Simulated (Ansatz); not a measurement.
# H₃S radical (built from SMILES S.[H]): search for a transition state

Wanted: the transition state of a hydrogen abstraction (form H1–H3 and break H1–S2). The guess is relaxed with those distances held, a saddle search follows, and vibrations and two downhill relaxations check it.

The runs use Ansatz 0.2.0, Gaussian basis; PBE0-D4, def2-SVP first, then def2-TZVP.

30 further runs of the same task are left out: 30 set aside as unsound or not needed.

## Step 1: Starting geometry

The guess: 4 atoms, charge 0, spin multiplicity 2.

Atoms are counted from 1 here; the program's logs count them from 0.

Bond lengths: S2–H4 1.330 Å.

Coordinates:

```xyz
4

H    -0.6068   -0.2582   -0.3454
S     0.3248    1.0350    0.4834
H    -1.0757   -0.9893   -0.7808
H     1.3577    0.2126    0.6429
```

Distances that are to change: H1–H3 0.97 Å, H1–S2 1.80 Å.

## Step 2: Constrained relaxation of the guess

hold/in.yaml

```yaml
crystal:
  periodic: [false, false, false]
  atoms:
    - {symbol: H, position_ang: [-0.606800, -0.258200, -0.345400]}
    - {symbol: S, position_ang: [0.324800, 1.035000, 0.483400]}
    - {symbol: H, position_ang: [-1.075700, -0.989300, -0.780800]}
    - {symbol: H, position_ang: [1.357700, 0.212600, 0.642900]}
basis:
  gaussian: {orbitals: def2-SVP}
magnetization: {spin_polarized: true, initial_magnetization: 1}
hamiltonian: {xc: pbe0, dispersion: d4}
relax: {f_tol: 0.08, max_steps: 120, escape_saddle: false, constraints: [{distance: [0, 2]}, {distance: [0, 1]}]}
```

The command line of these runs was not kept.

The runs that follow: Saddle search in the small basis; Saddle search in triple zeta; Vibrations at the point found; Relaxing after a step of 0.30 Å one way along the mode; Relaxing after a step of 0.30 Å the other way along the mode.

Q: Predict the outcome of this session. Wanted: imaginary mode; barrier from the start side; barrier from the end side; energy of the step; pairs that change; zero-point energy at the saddle.

**Answer**, as computed:

```
                       quantity                       value
                 imaginary mode                   688i cm⁻¹
    barrier from the start side                  7.2 kJ/mol
      barrier from the end side                 56.0 kJ/mol
             energy of the step                -48.8 kJ/mol
              pairs that change  H1–H3 formed, H1–S2 broken
zero-point energy at the saddle                    0.403 eV
```

In words: The point has a single imaginary mode (688i cm⁻¹), as a transition state must. The two relaxations end on the structures that were planned. At PBE0-D4/def2-TZVP the electronic barrier is 7.2 kJ/mol, about 3 kT at 298 K, and the step runs 48.8 kJ/mol downhill. A step off the saddle overshot and began above it in energy, so the link to its end is likely but not proven.
